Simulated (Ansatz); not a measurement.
# Ta2Ti2SnBiNO11: the cost of one run

Program: Ansatz 0.2.0. Level of theory: DFT PBE, scalar-relativistic, plane waves, PAW. These are calculated values, not measurements.

## 1. Starting point

The cell holds 18 atoms (BiNO11SnTa2Ti2): a = 6.026 Å, b = 6.026 Å, c = 6.026 Å, α = 80.41°, β = 70.53°, γ = 60.00°.

The sites of an ideal fluorite lattice, at a guessed lattice constant, take 2 Ti, 1 Sn, 1 Bi, 2 Ta; 11 O, 1 N (sublattices apart by semicolons), with a shake of 0.02 Å. Warren-Cowley parameters of the first shell (negative: unlike neighbours preferred): Bi-Sn +0.00, Bi-Ta +0.00, Bi-Ti -0.50, Sn-Ta -0.50, Sn-Ti +0.00, Ta-Ti +0.00. In a cell this small the draw can fall short of the order aimed at.

Its coordinates follow in the input file.

## 2. Relaxation without symmetry, coarse mesh

Cell and atoms move without symmetry, on a coarse mesh with loose thresholds.

Input file input.yaml:

```yaml
crystal:
  lattice:
    - [4.91989032, 2.45994516, -2.45994516]
    - [2.45994516, 4.91989032, 2.45994516]
    - [4.91989032, -2.45994516, 2.45994516]
  atoms:
    - { symbol: "N", position: [0.543456766, 0.6658564838, 0.3756859647] }
    - { symbol: O, position: [0.4625280012, 0.3306558007, 0.6200813971] }
    - { symbol: O, position: [0.790565337, 0.6669258182, 0.6291181613] }
    - { symbol: O, position: [0.9553841602, 0.3284613933, 0.1292935796] }
    - { symbol: O, position: [0.2901019024, 0.6692657769, 0.1253767076] }
    - { symbol: O, position: [0.6244806189, 0.0007083202, 0.1228448352] }
    - { symbol: O, position: [0.1236745492, 0.00262468, 0.6242735084] }
    - { symbol: O, position: [0.3749694595, 0.0023198974, 0.8758412045] }
    - { symbol: O, position: [0.7122150987, 0.3322267023, 0.8710241911] }
    - { symbol: O, position: [0.8738872411, 0.0007230337, 0.3770097555] }
    - { symbol: O, position: [0.2085345056, 0.3279817022, 0.3814325239] }
    - { symbol: O, position: [0.042196273, 0.6622851685, 0.8721415667] }
    - { symbol: Ti, position: [0.0035803073, 0.999044186, 0.9996647264] }
    - { symbol: Ti, position: [0.3407652551, 0.3291837726, 0.9972245214] }
    - { symbol: Sn, position: [0.165978011, 0.6618446464, 0.5023023059] }
    - { symbol: Ta, position: [0.498923467, 0.9927671742, 0.5016959006] }
    - { symbol: Ta, position: [0.834869582, 0.326300125, 0.5019532432] }
    - { symbol: Bi, position: [0.669176412, 0.6682839587, 0.998700897] }
  symmetry: { detect: false }
basis:
  ecutwfc: 420
kpoints:
  mp_grid: { grid: [2, 2, 2], shift: [0.5, 0.5, 0.5] }
hamiltonian:
  xc: pbe
scf:
  occupations: { method: gaussian, width: 0.1 }
  lower_state_search: "off"
output:
  forces: true
  stress: true
  eigenvalues: true
relax:
  adjacent_minimum: "off"
  f_tol: 0.04
  max_steps: 50
  cell: { stress_tol: 0.3 }
```

The run is started by

```
$ ansatz run input.yaml --threads 4 --pin off --max-ram 9216MiB --backend cpu --events-out ev --progress --plain --runs-dir out
```

Q: Estimate wall time and peak memory on 4 threads of Arm Neoverse V2, shared host.

About 1.9 min, with a peak of 0.77 GiB.
